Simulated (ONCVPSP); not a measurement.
# As: generating and testing an ONCV potential

Task: generate the file, and judge it by its errors in other configurations, its logarithmic derivatives, its ghosts and its cutoff.

Method: ONCVPSP 4.0.1.1 (patched build), PBE, scalar-relativistic.

**1. Settings**

The settings as typed:

```json
{
  "element": "arsenic (As, Z = 33)",
  "type": "optimised norm-conserving Vanderbilt (ONCV)",
  "frozen core": "[Ar] 3d10",
  "valence charge": "5",
  "reference configuration": "4s2 4p1 (charge +2)",
  "partial waves": "4s: rc 1.70 bohr, ncon 4, nbas 8, qcut 4.1 1/bohr, 2 projectors, debl 1.4 Ha; 4p: rc 1.70 bohr, ncon 4, nbas 8, qcut 4 1/bohr, 1 projector; d scattering state at 0.45 Ha: rc 1.45 bohr, ncon 4, nbas 8, qcut 6.8 1/bohr, 2 projectors, debl 3 Ha",
  "local potential": "polynomial inside 1.35 bohr (lpopt 4, dvloc0 1 Ha)",
  "core correction": "not asked for"
}
```

**2. Generation**

Contents of As.dat:

```
# ATOM AND REFERENCE CONFIGURATION
# atsym  z   nc   nv     iexc    psfile
  As 33.00    6    2        4      upf
#
#   n    l    f
    1    0    2.00
    2    0    2.00
    2    1    6.00
    3    0    2.00
    3    1    6.00
    3    2   10.00
    4    0    2.00
    4    1    1.00
#
# PSEUDOPOTENTIAL AND OPTIMIZATION
# lmax
    2
#
#   l,   rc,      ep,       ncon, nbas, qcut
    0    1.70    0.00    4    8    4.10
    1    1.70    0.00    4    8    4.00
    2    1.45    0.45    4    8    6.80
#
# LOCAL POTENTIAL
# lloc, lpopt,  rc(5),   dvloc0
    4    4    1.35    1.00
#
# VANDERBILT-KLEINMAN-BYLANDER PROJECTORs
# l, nproj, debl
    0    2    1.40
    1    1    3.80
    2    2    3.00
#
# MODEL CORE CHARGE
# icmod, fcfact, rcfact
    0    0.00    0.00
#
# LOG DERIVATIVE ANALYSIS
# epsh1, epsh2, depsh
   -3.00    5.00    0.02
#
# OUTPUT GRID
# rlmax, drl
    6.00    0.01
#
# TEST CONFIGURATIONS
# ncnf
    4
# nvcnf
#   n    l    f
    2
    4    0    2.00
    4    1    3.00
#
    2
    4    0    2.00
    4    1    2.00
#
    2
    4    0    2.00
    4    1    0.00
#
    2
    4    0    1.00
    4    1    0.00
#
```

Started as:

```bash
oncvpsp.x < As.dat > As.out
```

**Question.** What will these runs give? Wanted: cutoffs for 1 and 0.1 mHa per electron, occupied waves; bound ghosts; GHOST(+) flags; largest test error; largest phase difference near zero energy, channels read.

The runs gave:

```
                                                quantity                         value
  cutoffs for 1 and 0.1 mHa per electron, occupied waves               14 Ha and 54 Ha
                                            bound ghosts  d at -8.52 eV, d at -4.29 eV
                                          GHOST(+) flags            none at low energy
                            largest test error (AE − PS)         +185 meV, for 4s1 4p0
largest phase difference near zero energy, channels read                     2.572 rad
```

In words: It has a bound ghost (d), a state that the atom doesn't have, and that rules the file out. By total energies transferability is fair for so large an energy: the largest error is 185 meV on 78.4 eV, for 4s1 4p0. That test lies far up in energy; among those under 40 eV, nearer to bonding, the largest error is 8.2 meV. By its cutoff, 14 Ha for the looser tolerance, it is soft on the atom at that tolerance. The tighter tolerance needs 54 Ha, and converged work needs a cutoff nearer that. At the looser tolerance the 4s wave is the slowest; 4p needs 10 Ha. That counts occupied waves only; other projectors can need more. Near zero energy the largest phase difference among the channels read is 2.57 rad, in the d channel. The pseudo curves have a pole with no partner nearby in the atom's: d at -0.21 Ha.
